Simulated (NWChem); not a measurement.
# One shape, several levels: AlBNH4F (SMILES [NH2][AlH][BH]F)

Aim: a comparison of 4 runs (HF/STO-3G, HF/3-21G, B3LYP/6-31G*) of AlBNH4F. 

Program for the calculation: NWChem 7.3.0.

## Step 1: The system as given

AlBNH4F has 8 atoms, charge 0, and is taken as a singlet. As SMILES, `[NH2][AlH][BH]F`. The shape is that of a PBE0-D4/def2-TZVP optimisation. This is one conformer, not always the lowest.

Bond lengths: N1–Al2 1.770 Å, Al2–B3 2.169 Å, B3–F4 1.330 Å, N1–H5 1.008 Å, N1–H6 1.008 Å, Al2–H7 1.590 Å, B3–H8 1.208 Å. Angles: N1–Al2–B3 116.8°, Al2–B3–F4 118.5°, N1–Al2–H7 116.9°, B3–Al2–H7 126.3°, Al2–N1–H5 125.6°, Al2–N1–H6 124.3°, Al2–B3–H8 127.4°, F4–B3–H8 114.1°, H5–N1–H6 110.2°.

## Step 2: Energy and forces at HF/STO-3G (run 1)

File struct.xyz:

```xyz
8
AlBFH4N hf
N     -1.034900     1.238000     0.178100
Al     0.358400     0.247200     0.637000
B      0.824000    -1.438600    -0.645900
F      0.022100    -1.693000    -1.675500
H     -1.365500     2.050100     0.674400
H     -1.614500     1.063500    -0.627700
H      1.149400     0.679500     1.946200
H      1.753200    -2.203800    -0.542400
```

File struct.nw:

```
start struct
title "AlBFH4N hf"
memory stack 880 mb heap 220 mb global 1100 mb
geometry units angstroms noautosym nocenter noautoz
  load struct.xyz
end
basis spherical bse
  * library STO-3G
end
scf
  singlet
  rhf
  thresh 1e-08
  maxiter 80
end
task scf gradient
```

On the command line:

```console
$ nwchem struct.nw > struct.out
```

Standard output:

```text
[...]
  functions       =    28
[...]
  wavefunction    = RHF
[...]
         Total SCF energy =   -417.542858399297
      One-electron energy =   -839.758995239192
      Two-electron energy =    293.514347101322
 Nuclear repulsion energy =    128.701789738573
        Time for solution =      1.7s
[...]
                         RHF ENERGY GRADIENTS
    atom               coordinates                        gradient
                 x          y          z           x          y          z
   1 N      -1.955677   2.339481   0.336560   -0.037525   0.026436  -0.012583
   2 Al      0.677278   0.467140   1.203755   -0.008781   0.001705  -0.007059
   3 B       1.557134  -2.718560  -1.220574    0.013149  -0.015258  -0.003084
   4 F       0.041763  -3.199306  -3.166236   -0.017488  -0.002985  -0.019917
   5 H      -2.580421   3.874127   1.274431    0.004555  -0.007987  -0.003544
   6 H      -3.050963   2.009724  -1.186181    0.006781  -0.000369   0.006922
   7 H       2.172051   1.284069   3.677785    0.024153   0.012898   0.039550
   8 H       3.313068  -4.164578  -1.024987    0.015156  -0.014440  -0.000285
[...]
```

Wall time 3.3 s (1 thread of Intel Xeon Platinum 8259CL at 2.50GHz (Skylake/Cascade Lake), shared host); peak memory 0.099 GiB.

## Step 3: Energy and gradient at HF/3-21G (run 2)

File albfh4n.nw:

```
start albfh4n
title "AlBFH4N"
memory 2200 mb
charge 0

geometry noautosym nocenter noautoz
  N     -1.034900     1.238000     0.178100
  Al     0.358400     0.247200     0.637000
  B      0.824000    -1.438600    -0.645900
  F      0.022100    -1.693000    -1.675500
  H     -1.365500     2.050100     0.674400
  H     -1.614500     1.063500    -0.627700
  H      1.149400     0.679500     1.946200
  H      1.753200    -2.203800    -0.542400
end

basis spherical bse
  * library 3-21G
end

scf
  thresh 1e-08
  maxiter 80
  print low
end

task scf gradient
```

On the command line:

```console
$ nwchem albfh4n.nw > albfh4n.out
```

Standard output:

```text
[...]
  functions       =    48
[...]
  wavefunction    = RHF
[...]
         Total SCF energy =   -420.570187965412
      One-electron energy =   -839.873450933242
      Two-electron energy =    290.601473229257
 Nuclear repulsion energy =    128.701789738573
        Time for solution =      1.8s
[...]
                         RHF ENERGY GRADIENTS
    atom               coordinates                        gradient
                 x          y          z           x          y          z
   1 N      -1.955677   2.339481   0.336560    0.006094  -0.004571   0.001814
   2 Al      0.677278   0.467140   1.203755   -0.000780   0.002444   0.001862
   3 B       1.557134  -2.718560  -1.220574   -0.023315   0.001388  -0.020906
   4 F       0.041763  -3.199306  -3.166236    0.018834   0.005133   0.023292
   5 H      -2.580421   3.874127   1.274431   -0.001576   0.002800   0.001224
   6 H      -3.050963   2.009724  -1.186181   -0.001874  -0.000410  -0.002493
   7 H       2.172051   1.284069   3.677785   -0.001983  -0.000799  -0.003012
   8 H       3.313068  -4.164578  -1.024987    0.004601  -0.005985  -0.001781
 Task  times  cpu:        2.8s     wall:        2.8s
 Total times  cpu:        2.8s     wall:        2.8s
```

It took 3.6 s on 1 thread of Intel Xeon Platinum 8259CL at 2.50GHz (Skylake/Cascade Lake), shared host; peak memory 0.1 GiB.

Run 3 isn't shown in full; the table further down has it.

## Step 4: Energy and gradient at B3LYP/6-31G(d) (Cartesian functions) (run 4)

File albfh4n.nw:

```
start albfh4n
title "AlBFH4N"
memory 2200 mb

geometry noautosym nocenter noautoz
   N       -1.034900       1.238000       0.178100
   Al       0.358400       0.247200       0.637000
   B        0.824000      -1.438600      -0.645900
   F        0.022100      -1.693000      -1.675500
   H       -1.365500       2.050100       0.674400
   H       -1.614500       1.063500      -0.627700
   H        1.149400       0.679500       1.946200
   H        1.753200      -2.203800      -0.542400
end

basis cartesian
   * library 6-31G*
end

dft
   xc b3lyp
   grid xfine
   convergence energy 1e-08
   maxiter 100
   mulliken
end

task dft gradient
```

On the command line:

```console
$ nwchem albfh4n.nw > albfh4n.out
```

Standard output:

```text
[...]
          Wavefunction type:  closed shell.
          No. of atoms     :     8
          No. of electrons :    38
[...]
          Charge           :     0
          Spin multiplicity:     1
[...]
          AO basis - number of functions:    72
[...]
              XC Information
              --------------
                         B3LYP Method XC Potential
                     Hartree-Fock (Exact) Exchange  0.200
                        Slater Exchange Functional  0.800 local
                    Becke 1988 Exchange Functional  0.720 non-local
              Lee-Yang-Parr Correlation Functional  0.810
                  VWN I RPA Correlation Functional  0.190 local
[...]
 d= 0,ls=0.0,diis     1   -424.2411633215 -5.53D+02  1.92D-02  7.77D-01     3.8
[...]
 d= 0,ls=0.0,diis    10   -424.3348927766 -4.81D-09  4.94D-07  1.71D-09    31.0
         Total DFT energy =     -424.334892776570
      One electron energy =     -842.855309016030
           Coulomb energy =      331.475575351011
    Exchange-Corr. energy =      -41.656948850124
 Nuclear repulsion energy =      128.701789738573
[...]
      Total Density - Mulliken Population Analysis
     ---------------------------------------------
    Atom       Charge   Shell Charges
 -----------   ------   -------------------------------------------------------
    1 N    7     7.87   1.99  0.77  2.52  0.83  1.73  0.02
    2 Al  13    12.65   2.00  1.99  5.96  0.93  1.21  0.20  0.28  0.07
    3 B    5     4.76   1.99  0.56  1.29  0.51  0.31  0.10
    4 F    9     9.21   1.99  0.96  3.33  0.89  1.97  0.07
    5 H    1     0.67   0.50  0.17
    6 H    1     0.67   0.50  0.17
    7 H    1     1.11   0.49  0.61
    8 H    1     1.06   0.53  0.54
[...]
  wavefunction    = closed shell
                         DFT ENERGY GRADIENTS
    atom               coordinates                        gradient
                 x          y          z           x          y          z
   1 N      -1.955677   2.339481   0.336560    0.001344  -0.001214   0.000149
   2 Al      0.677278   0.467140   1.203755   -0.006104   0.005702  -0.000518
   3 B       1.557134  -2.718560  -1.220574   -0.003494  -0.000525  -0.003874
   4 F       0.041763  -3.199306  -3.166236    0.003283   0.000910   0.004096
   5 H      -2.580421   3.874127   1.274431    0.001727  -0.004313  -0.002672
   6 H      -3.050963   2.009724  -1.186181    0.002947   0.000842   0.004044
   7 H       2.172051   1.284069   3.677785   -0.000095  -0.000678  -0.000815
   8 H       3.313068  -4.164578  -1.024987    0.000392  -0.000724  -0.000409
[...]
```

It took 42 s on 1 thread of Intel Xeon Platinum 8259CL at 2.50GHz (Skylake/Cascade Lake), shared host; peak memory 0.14 GiB.

## Step 5: Overview of the runs

```tsv
run	level	iteration cap	module	energy (Eh)	dipole moment (D)	HOMO energy (eV)	LUMO energy (eV)	wall time
1	HF/STO-3G	80	scf	-417.542858	0.45	-7.28	7.24	3.3 s
2	HF/3-21G	80	scf	-420.570188	–	–	–	3.6 s
3	B3LYP/6-31G* (spherical functions)	100	dft	-424.330496	1.27	-6.77	-1.91	35 s
4	B3LYP/6-31G* (Cartesian functions)	100	dft	-424.334893	1.26	-6.77	-1.91	42 s
```

## Step 6: Outcome

```
                       quantity          value
            run 4: total energy  -424.33489 Eh
           run 4: dipole moment         1.26 D
             run 4: HOMO energy       -6.77 eV
             run 4: LUMO energy       -1.91 eV
           run 4: HOMO–LUMO gap        4.86 eV
run 4: largest force on an atom     0.430 eV/Å
```

Over runs 1, 3, 4 the dipole moment (its size) runs from 0.45 D (HF/STO-3G) to 1.27 D (B3LYP/6-31G*). The two ends differ in method and basis. Over runs 1, 3, 4 the HOMO–LUMO gap runs from 4.86 eV (B3LYP/6-31G*) to 14.52 eV (HF/STO-3G). In run 1 the basis is minimal, so the values are rough. All runs together took 83 s, the longest 42 s.
